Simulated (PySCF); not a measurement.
# Accurate constants of ZnF+, step by step

Aim: bond length, wavenumber and bond energy of ZnF+ near the limit of CCSD(T), built from two basis sets and any small corrections listed.

Computed with PySCF 2.14.0. Level: CCSD(T) on RHF, scalar-relativistic core potentials.

2 further runs of the same task are left out: 2 set aside as unsound or not needed.

### 1 The job

- molecule: ZnF+
- state: singlet, unpaired electrons none
- smaller basis: Zn cc-pVTZ-PP with ECP10, F cc-pVTZ
- larger basis: Zn cc-pVQZ-PP with ECP10, F cc-pVQZ
- frozen core orbitals: 5
- extrapolation: correlation as n⁻³ (n = 3, 4), Hartree–Fock as (n+1)·exp(−9√n)
- corrections: core–valence correlation
- distances (Å): 1.5056, 1.5740, 1.6425, 1.7109, 1.7794, 1.8649, 1.9504
- masses (u): 63.9291, 18.9984
- dissociation limit: Zn+ + F

Run with:

```bash
OMP_NUM_THREADS=4 python comp.py task.json out
```

### 2 The runs

Before running it: what results should come out? Wanted: for each run, Re; ωe; ωexe; αe; De.

**Answer**, as computed:

```
               level  Re (Å)  ωe (cm⁻¹)  ωexe (cm⁻¹)  αe (cm⁻¹)  De (eV)
CCSD(T)/cc-pVTZ(-PP)  1.7018      744.4         4.03    0.00285    2.833
CCSD(T)/cc-pVQZ(-PP)  1.6986      746.9         3.88    0.00281    2.964
              HF/CBS  1.6973      786.8         3.06    0.00243    1.093
             MP2/CBS  1.6901      762.7         3.44    0.00266    3.287
            CCSD/CBS  1.6929      766.1         3.54    0.00266    2.834
         CCSD(T)/CBS  1.6973      750.3         3.83    0.00278    3.017
      CCSD(T)/CBS+CV  1.6985      749.3         3.84    0.00278    2.994
```

The last step gives Re = 1.6985 Å, ωe = 749.3 cm⁻¹ and De = 2.994 eV; the smaller basis alone is off from it by +3.3 mÅ and -0.16 eV. Near the minimum the mean field binds by 1.09 eV and correlation adds 1.93 eV of binding. T1 is 0.023. Spin–orbit coupling and excitations beyond (T) are left out.
